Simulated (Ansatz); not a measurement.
**ClH5OSi2: up Jacob's ladder to CCSD(T)**

An exercise on one series of results from a longer session: the logs are not shown, and one member is left open.

The runs use Ansatz 0.2.0, Gaussian basis; functionals in def2-TZVPP, the program's frozen cores in correlated methods.

The runs, in order: LDA (SPW92), PBE-D4, revPBE-D4, BLYP-D4, r2SCAN-D4, B97M-V, PBE0-D4, B3LYP-D4, r2SCANh-D4, r2SCAN0-D4, HSE06-D4, BHLYP-D4, CAM-B3LYP-D4, LC-ωPBE, ωB97X-V, ωB97M-V, B2PLYP, PBE-QIDH; CCSD(T)/def2-SVP; CCSD(T)/def2-TZVPP; MP2/def2-QZVPP; extrapolation to the limit; RPA on PBE.

## The relaxed structure

The geometry comes from an earlier relaxation with PBE0-D4 in a triple-zeta def2 set; it is a stationary point, not always the lowest conformer.

SMILES `O[SiH2][SiH2]Cl`, 9 atoms, charge 0, spin multiplicity 1.

Atoms are counted from 1 here; the program's logs count them from 0.

Bond lengths: O1–Si2 1.649 Å, O1–H5 0.960 Å, Si2–Si3 2.349 Å, Si2–H6 1.483 Å, Si2–H7 1.490 Å, Si3–Cl4 2.078 Å, Si3–H8 1.485 Å, Si3–H9 1.485 Å. Angles: Si2–O1–H5 116.5°, O1–Si2–Si3 108.5°, O1–Si2–H6 106.8°, O1–Si2–H7 112.2°, Si3–Si2–H6 112.3°, Si3–Si2–H7 108.1°, H6–Si2–H7 109.0°, Si2–Si3–Cl4 104.0°, Si2–Si3–H8 114.2°, Si2–Si3–H9 114.4°, Cl4–Si3–H8 107.0°, Cl4–Si3–H9 107.7°, H8–Si3–H9 109.0°.

Coordinates:

```
O    -1.9406    0.4690   -0.0944
Si   -0.4308    0.9470    0.3653
Si    1.1189   -0.6455   -0.3954
Cl    0.2069   -2.4688    0.0069
H    -2.1520   -0.4591    0.0286
H    -0.2045    2.2847   -0.2347
H    -0.3004    1.0506    1.8464
H     1.3698   -0.5992   -1.8581
H     2.4212   -0.6251    0.3184
```

The first run:

in.yaml

```yaml
crystal:
  periodic: [false, false, false]
  atoms:
    - {symbol: O, position_ang: [-1.940579, 0.469008, -0.094356]}
    - {symbol: Si, position_ang: [-0.430837, 0.947005, 0.365318]}
    - {symbol: Si, position_ang: [1.118907, -0.645475, -0.395368]}
    - {symbol: Cl, position_ang: [0.206885, -2.468787, 0.006870]}
    - {symbol: H, position_ang: [-2.151999, -0.459109, 0.028638]}
    - {symbol: H, position_ang: [-0.204491, 2.284689, -0.234699]}
    - {symbol: H, position_ang: [-0.300366, 1.050623, 1.846354]}
    - {symbol: H, position_ang: [1.369763, -0.599223, -1.858146]}
    - {symbol: H, position_ang: [2.421217, -0.625130, 0.318390]}
basis:
  gaussian: {orbitals: def2-TZVPP}
hamiltonian: {xc: lda}
output: {orbitals: {seedname: orbitals}}
```

Among the steps run: LDA; PBE-D4 (GGA); revPBE-D4 (GGA); BLYP-D4 (GGA); r2SCAN-D4 (meta-GGA); B97M-V (meta-GGA); PBE0-D4 (hybrid); B3LYP-D4 (hybrid); r2SCANh-D4 (hybrid); r2SCAN0-D4 (hybrid); HSE06-D4 (hybrid); BHLYP-D4 (hybrid); CAM-B3LYP-D4 (range-separated); LC-ωPBE-D4 (range-separated; the results give it without D4); ωB97X-V (range-separated); ωB97M-V (range-separated); B2PLYP (double hybrid); PBE-QIDH (double hybrid).

One table of the session follows, with a row left open; its other results are not shown here.

It belongs to the step «Orbital energies across the functionals». 

| functional | HOMO (eV) | gap (eV) |
| --- | --- | --- |
| LDA (SPW92) | -6.81 | 4.72 |
| PBE-D4 | -6.71 | 4.87 |
| revPBE-D4 | -6.67 | 4.94 |
| BLYP-D4 | -6.60 | 4.93 |
| r2SCAN-D4 | -7.01 | 5.46 |
| B97M-V | -7.12 | 5.42 |
| PBE0-D4 | -7.94 | 6.95 |
| B3LYP-D4 | -7.75 | 6.58 |
| r2SCANh-D4 | -7.46 | 6.20 |
| r2SCAN0-D4 | ? | ? |
| HSE06-D4 | -7.55 | 6.18 |
| BHLYP-D4 | -9.08 | 9.02 |
| CAM-B3LYP-D4 | -9.26 | 9.31 |
| LC-ωPBE | -10.55 | 11.75 |
| ωB97X-V | -10.23 | 11.30 |
| ωB97M-V | -10.00 | 10.79 |

Q: Estimate the row for r2SCAN0-D4 from the others.

Worked estimate for «HOMO (eV)». Against the share of exact exchange, r2SCAN-D4 (0, -7.01), r2SCANh-D4 (0.1, -7.46) give a slope of -4.50 per unit share; at 0.25 the line stands at -8.13.

**Answer.** HOMO (eV): -8.13; gap (eV): 7.31. In «HOMO (eV)» the line misses by 0.00.
